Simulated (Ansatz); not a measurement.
# Si3BH7: up Jacob's ladder to CCSD(T)

An exercise on one series of results from a longer session: the logs are not shown, and one member is left open.

The runs use Ansatz 0.2.0, Gaussian basis; functionals in def2-TZVPP, the program's frozen cores in correlated methods.

The runs, in order: LDA (SPW92), PBE-D4, revPBE-D4, BLYP-D4, r2SCAN-D4, B97M-V, PBE0-D4, B3LYP-D4, r2SCANh-D4, r2SCAN0-D4, HSE06-D4, BHLYP-D4, CAM-B3LYP-D4, LC-ωPBE, ωB97X-V, ωB97M-V, B2PLYP, PBE-QIDH; CCSD(T)/def2-SVP; CCSD(T)/def2-TZVPP; MP2/def2-QZVPP; extrapolation to the limit; RPA on PBE.

### The relaxed structure

An earlier PBE0-D4 in a triple-zeta def2 set relaxation fixed the geometry.

SMILES `[SiH3][SiH]1B[SiH2]1`, 11 atoms, charge 0, spin multiplicity 1.

Atoms are counted from 1 here; the program's logs count them from 0.

Bond lengths: Si1–Si2 2.333 Å, Si1–H5 1.487 Å, Si1–H6 1.489 Å, Si1–H7 1.484 Å, Si2–B3 1.893 Å, Si2–Si4 2.577 Å, Si2–H8 1.492 Å, B3–Si4 1.885 Å, B3–H9 1.190 Å, Si4–H10 1.484 Å, Si4–H11 1.488 Å. Angles: Si2–Si1–H5 111.4°, Si2–Si1–H6 108.0°, Si2–Si1–H7 110.7°, H5–Si1–H6 108.1°, H5–Si1–H7 109.6°, H6–Si1–H7 109.0°, Si1–Si2–B3 127.9°, Si1–Si2–Si4 94.8°, Si1–Si2–H8 110.6°, B3–Si2–Si4 46.9°, B3–Si2–H8 121.5°, Si4–Si2–H8 137.1°, Si2–B3–Si4 86.0°, Si2–B3–H9 125.8°, Si4–B3–H9 126.2°, Si2–Si4–B3 47.1°, Si2–Si4–H10 91.4°, Si2–Si4–H11 138.8° and more.

The first run:

Input file in.yaml:

```yaml
crystal:
  periodic: [false, false, false]
  atoms:
    - {symbol: Si, position_ang: [-1.211070, 1.331049, -0.649155]}
    - {symbol: Si, position_ang: [-0.630712, -0.365948, 0.842228]}
    - {symbol: B, position_ang: [1.086050, -0.774735, 1.526923]}
    - {symbol: Si, position_ang: [1.637544, -0.867012, -0.273369]}
    - {symbol: H, position_ang: [-1.684273, 0.776547, -1.945250]}
    - {symbol: H, position_ang: [-2.326963, 2.111180, -0.045291]}
    - {symbol: H, position_ang: [-0.060352, 2.237955, -0.884901]}
    - {symbol: H, position_ang: [-1.838716, -1.137303, 1.257439]}
    - {symbol: H, position_ang: [1.325027, -1.573073, 2.376126]}
    - {symbol: H, position_ang: [1.429341, 0.214284, -1.267525]}
    - {symbol: H, position_ang: [2.339424, -2.009945, -0.916625]}
basis:
  gaussian: {orbitals: def2-TZVPP}
hamiltonian: {xc: lda}
output: {orbitals: {seedname: orbitals}}
```

Started as:

```console
$ ansatz run in.yaml --threads 2 --pin off --events-out ev --progress --plain --max-ram 4352MiB
```

Steps of the session up to this table: LDA; PBE-D4 (GGA); revPBE-D4 (GGA); BLYP-D4 (GGA); r2SCAN-D4 (meta-GGA); B97M-V (meta-GGA); PBE0-D4 (hybrid); B3LYP-D4 (hybrid); r2SCANh-D4 (hybrid); r2SCAN0-D4 (hybrid); HSE06-D4 (hybrid); BHLYP-D4 (hybrid); CAM-B3LYP-D4 (range-separated); LC-ωPBE (range-separated); ωB97X-V (range-separated); ωB97M-V (range-separated); B2PLYP (double hybrid); PBE-QIDH (double hybrid).

One of the session's tables, all rows but one given; the rest of the session is left out.

It belongs to the step «Frontier levels by functional». 

| functional | HOMO (eV) | LUMO (eV) | gap (eV) |
| --- | --- | --- | --- |
| LDA (SPW92) | -6.04 | -2.93 | 3.11 |
| PBE-D4 | -5.92 | -2.76 | 3.15 |
| revPBE-D4 | -5.87 | -2.69 | 3.17 |
| BLYP-D4 | ? | ? | ? |
| r2SCAN-D4 | -6.08 | -2.61 | 3.48 |
| B97M-V | -6.11 | -2.64 | 3.48 |
| PBE0-D4 | -6.73 | -1.93 | 4.81 |
| B3LYP-D4 | -6.51 | -2.04 | 4.47 |
| r2SCANh-D4 | -6.39 | -2.30 | 4.08 |
| r2SCAN0-D4 | -6.85 | -1.86 | 4.99 |
| HSE06-D4 | -6.35 | -2.30 | 4.05 |
| BHLYP-D4 | -7.33 | -0.90 | 6.44 |
| CAM-B3LYP-D4 | -7.77 | -0.78 | 6.99 |
| LC-ωPBE | -8.98 | 0.18 | 9.16 |
| ωB97X-V | -8.71 | 0.14 | 8.86 |
| ωB97M-V | -8.59 | -0.05 | 8.54 |

**Question.** Estimate the row for BLYP-D4.

Worked estimate for «HOMO (eV)». Against the share of exact exchange, B3LYP-D4 (0.2, -6.51), BHLYP-D4 (0.5, -7.33) give a slope of -2.73 per unit share; at 0 the line stands at -5.96.

As computed: HOMO (eV): -5.70; LUMO (eV): -2.54; gap (eV): 3.15. In «HOMO (eV)» the line misses by -0.26.
